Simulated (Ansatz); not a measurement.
# SiBH2OF: basis-set convergence

How large a basis does SiBH2OF need? Two functionals are run in growing sets.

The runs use Ansatz 0.2.0, Gaussian basis; one geometry, several basis sets.

Plan: PBE0-D4/def2-SVP; ωB97M-V/def2-SVP; PBE0-D4/def2-QZVPP; ωB97M-V/def2-QZVPP; the functionals' def2-TZVPP values are taken from earlier runs.

### 1 The relaxed structure

All runs share one geometry, relaxed beforehand with PBE0-D4 in a triple-zeta def2 set.

6 atoms, charge 0, spin multiplicity 1.

Atoms are counted from 1 here; the program's logs count them from 0.

Bond lengths: F1–Si2 1.591 Å, Si2–B3 1.884 Å, Si2–O4 1.720 Å, Si2–H5 1.475 Å, B3–O4 1.354 Å, B3–H6 1.189 Å. Angles: F1–Si2–B3 123.0°, F1–Si2–O4 112.5°, F1–Si2–H5 106.3°, B3–Si2–O4 43.8°, B3–Si2–H5 130.0°, O4–Si2–H5 111.9°, Si2–B3–O4 61.6°, Si2–B3–H6 167.6°, O4–B3–H6 130.7°, Si2–O4–B3 74.6°.

As a file:

```
F    -1.75450   -0.55720   -0.92173
Si   -0.38817    0.19766   -0.61230
B     0.46790    0.12557    1.06456
O     0.77029   -0.82186    0.14629
H     0.09822    0.71832   -1.90374
H     0.84825    0.27342    2.18082
```

### 2 PBE0-D4 in def2-SVP

The input, in.yaml:

```yaml
crystal:
  periodic: [false, false, false]
  atoms:
    - {symbol: F, position_ang: [-1.754496, -0.557205, -0.921735]}
    - {symbol: Si, position_ang: [-0.388169, 0.197663, -0.612296]}
    - {symbol: B, position_ang: [0.467902, 0.125566, 1.064561]}
    - {symbol: O, position_ang: [0.770293, -0.821865, 0.146293]}
    - {symbol: H, position_ang: [0.098223, 0.718322, -1.903740]}
    - {symbol: H, position_ang: [0.848246, 0.273418, 2.180818]}
basis:
  gaussian: {orbitals: def2-SVP}
hamiltonian: {xc: pbe0, dispersion: d4}
output: {orbitals: {seedname: orbitals}}
```

Started as:

```sh
$ ansatz run in.yaml --threads 2 --pin off --events-out ev --progress --plain --max-ram 4352MiB
```

Further steps of the session: ωB97M-V in def2-SVP; PBE0-D4 in def2-QZVPP; ωB97M-V in def2-QZVPP.

Before running them: what should the planned runs give, taken together? Wanted: PBE0-D4: double and triple zeta above quadruple; ωB97M-V: double and triple zeta above quadruple.

**Answer**, as computed:

| quantity | value |
| --- | --- |
| PBE0-D4: double and triple zeta above quadruple | 10.30, 0.59 eV |
| ωB97M-V: double and triple zeta above quadruple | 10.39, 0.55 eV |

In words: For PBE0-D4 the step from double to triple zeta gains 9.70 eV and the next only 0.59 eV. These are total energies; as a rule much of such shifts cancels in differences, which this series doesn't test. The LUMO of ωB97M-V is positive and keeps falling with the basis (1.03 to 0.51 eV): an unbound level that the basis holds in place.
